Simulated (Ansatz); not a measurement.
# Ni: the cost of one run

Method: DFT r2SCAN, PAW, plane waves, scalar-relativistic, in Ansatz 0.2.0.

**1. Starting point**

The structure is cubic, space group Fm-3m (No. 225). The conventional cell has a = 3.562 Å, b = 3.562 Å, c = 3.562 Å, α = 90.00°, β = 90.00°, γ = 90.00°. Around Ni (site symmetry m-3m) lie 12 Ni at 2.52 Å.

Structure file:

```cif
data_structure
_symmetry_space_group_name_H-M 'Fm-3m'
_symmetry_Int_Tables_number 225
_cell_length_a 3.5620
_cell_length_b 3.5620
_cell_length_c 3.5620
_cell_angle_alpha 90.000
_cell_angle_beta 90.000
_cell_angle_gamma 90.000
_cell_volume 45.19
loop_
_atom_site_label
_atom_site_type_symbol
_atom_site_symmetry_multiplicity
_atom_site_Wyckoff_symbol
_atom_site_fract_x
_atom_site_fract_y
_atom_site_fract_z
_atom_site_occupancy
Ni1 Ni 4 a 0.00000 0.00000 0.00000 1
```

In tables a label like Ni2 counts atoms in the order of input.yaml; a structure file may count by element.

Planned first: parallel moments, plain SCF; opposed moments +-, plain SCF; no spin polarisation; spin on, no moments given (the program may seed its own), plain SCF. Further starts follow from what these give.

A plain SCF has the search for lower states switched off and ends at the first converged state. Ends within 0.2 meV/atom and 0.1 μB count as one state.

Site moments are integrals over atomic spheres and don't add up to the total.

**2. Parallel moments, plain SCF**

input.yaml

```yaml
crystal:
  lattice:
    - [3.562, 1.781, 1.781]
    - [1.781, 3.562, 1.781]
    - [1.781, 1.781, 3.562]
  atoms:
    - { symbol: Ni, position: [0.0, 0.0, 0.0], spin: 2.0 }
    - { symbol: Ni, position: [0.5, 0.5, 0.5], spin: 2.0 }
magnetization:
  spin_polarized: true
hamiltonian:
  xc: r2scan
  pseudopotentials: { kind: paw }
basis:
  ecutwfc: 500
kpoints:
  mp_grid: { grid: [11, 11, 11] }
scf:
  occupations: { method: fermi_dirac, width: 0.1 }
  lower_state_search: "off"
output:
  forces: true
  stress: true
```

**Question.** How long does this run take on 2 threads of an Arm CPU, shared host, and how much memory does it need?

About 17 s, with a peak of 0.46 GiB.
